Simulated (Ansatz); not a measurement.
**CH8B2N2: a ladder of functionals and wavefunction methods**

How much do the methods differ for CH8B2N2? The plan is to run it at one geometry with functionals of several rungs and with coupled cluster. The yardstick is the atomisation energy at the CCSD(T) limit.

Method: functionals in def2-TZVPP, the program's frozen cores in correlated methods; program: Ansatz 0.2.0, Gaussian basis.

The runs, in order: LDA (SPW92), PBE-D4, revPBE-D4, BLYP-D4, r2SCAN-D4, B97M-V, PBE0-D4, B3LYP-D4, r2SCANh-D4, r2SCAN0-D4, HSE06-D4, BHLYP-D4, CAM-B3LYP-D4, LC-ωPBE, ωB97X-V, ωB97M-V, B2PLYP, PBE-QIDH; CCSD(T)/def2-SVP; CCSD(T)/def2-TZVPP; MP2/def2-QZVPP; extrapolation to the limit; RPA on PBE.

## Step 1: The relaxed structure

An earlier PBE0-D4 in a triple-zeta def2 set relaxation fixed the geometry.

SMILES `BNBNC`, 13 atoms, charge 0, spin multiplicity 1.

Atoms are counted from 1 here; the program's logs count them from 0.

Bond lengths: B1–N2 1.402 Å, B1–H6 1.195 Å, B1–H7 1.199 Å, N2–B3 1.452 Å, N2–H8 1.010 Å, B3–N4 1.394 Å, B3–H9 1.200 Å, N4–C5 1.445 Å, N4–H10 1.006 Å, C5–H11 1.095 Å, C5–H12 1.092 Å, C5–H13 1.090 Å. Angles: N2–B1–H6 120.6°, N2–B1–H7 118.9°, H6–B1–H7 120.5°, B1–N2–B3 132.1°, B1–N2–H8 114.7°, B3–N2–H8 112.6°, N2–B3–N4 125.3°, N2–B3–H9 117.8°, N4–B3–H9 116.9°, B3–N4–C5 130.3°, B3–N4–H10 115.9°, C5–N4–H10 113.8°, N4–C5–H11 112.5°, N4–C5–H12 110.1°, N4–C5–H13 110.3°, H11–C5–H12 108.2°, H11–C5–H13 107.6°, H12–C5–H13 108.0°.

## Step 2: LDA

This LDA is Slater exchange with PW92 correlation.

File in.yaml:

```yaml
crystal:
  periodic: [false, false, false]
  atoms:
    - {symbol: B, position_ang: [-0.360825, 0.839436, 1.706839]}
    - {symbol: N, position_ang: [-1.023677, 0.967752, 0.478628]}
    - {symbol: B, position_ang: [-1.024624, 0.143802, -0.716603]}
    - {symbol: N, position_ang: [0.023035, -0.677298, -1.129246]}
    - {symbol: C, position_ang: [1.346325, -0.851857, -0.576695]}
    - {symbol: H, position_ang: [0.418955, -0.048066, 1.887136]}
    - {symbol: H, position_ang: [-0.607440, 1.619438, 2.583142]}
    - {symbol: H, position_ang: [-1.729744, 1.689799, 0.453505]}
    - {symbol: H, position_ang: [-1.994335, 0.184328, -1.423031]}
    - {symbol: H, position_ang: [-0.148496, -1.227077, -1.953762]}
    - {symbol: H, position_ang: [1.394783, -1.675008, 0.143373]}
    - {symbol: H, position_ang: [2.062616, -1.054928, -1.376012]}
    - {symbol: H, position_ang: [1.663827, 0.055080, -0.062473]}
basis:
  gaussian: {orbitals: def2-TZVPP}
hamiltonian: {xc: lda}
output: {orbitals: {seedname: orbitals}}
```

The runs that follow: PBE-D4 (GGA); revPBE-D4 (GGA); BLYP-D4 (GGA); r2SCAN-D4 (meta-GGA); B97M-V (meta-GGA); PBE0-D4 (hybrid); B3LYP-D4 (hybrid); r2SCANh-D4 (hybrid); r2SCAN0-D4 (hybrid); HSE06-D4 (hybrid); BHLYP-D4 (hybrid); CAM-B3LYP-D4 (range-separated); LC-ωPBE (range-separated); ωB97X-V (range-separated); ωB97M-V (range-separated); B2PLYP (double hybrid); PBE-QIDH (double hybrid); CCSD(T) in def2-SVP; CCSD(T) in def2-TZVPP; MP2 in def2-QZVPP; RPA on PBE orbitals.

Q: Predict the results of all the runs planned. Wanted: atomisation energy, CCSD(T)/CBS; farthest beyond LDA; mean size of error, GGA; mean size of error, meta-GGA; mean size of error, hybrid; mean size of error, range-separated; mean size of error, double hybrid; gap, smallest and largest; T1 diagnostic.

As calculated:

```
                               quantity                                             value
        atomisation energy, CCSD(T)/CBS                                     4970.4 kJ/mol
 functionals within 24.9 kJ/mol (0.5 %)  revPBE-D4, r2SCANh-D4, LC-ωPBE, B2PLYP, PBE-QIDH
                    farthest beyond LDA                            PBE-D4 (+124.5 kJ/mol)
                mean size of error, GGA                                       61.2 kJ/mol
           mean size of error, meta-GGA                                       29.2 kJ/mol
             mean size of error, hybrid                                       42.9 kJ/mol
    mean size of error, range-separated                                       49.0 kJ/mol
      mean size of error, double hybrid                                        5.7 kJ/mol
              gap, smallest and largest         4.71 eV (LDA (SPW92)), 11.98 eV (LC-ωPBE)
                          T1 diagnostic                                            0.0130
triples share of the correlation energy                                             3.8 %
```

**Reading.** The LDA atomisation energy is off by 702.0 kJ/mol (14 %): it overbinds. PBE-D4 misses by +124.5 kJ/mol. Double hybrids carry the basis error of their MP2 part in triple zeta, and no dispersion term here, so their miss is partly the set-up's. Taken by rung, double hybrid functionals do best (5.7 kJ/mol on average) and GGA ones worst beyond LDA (61.2 kJ/mol). The reference freezes the cores and leaves out relativity and excitations past (T), so misses under about 24.9 kJ/mol can't be ranked. Hartree-Fock recovers 75 % of the binding; the rest is correlation. CCSD(T) in def2-SVP is off by -223.0 kJ/mol, so the small basis spoils what the method gains. Orbital gaps span 4.7 to 12.0 eV; exact exchange widens them.
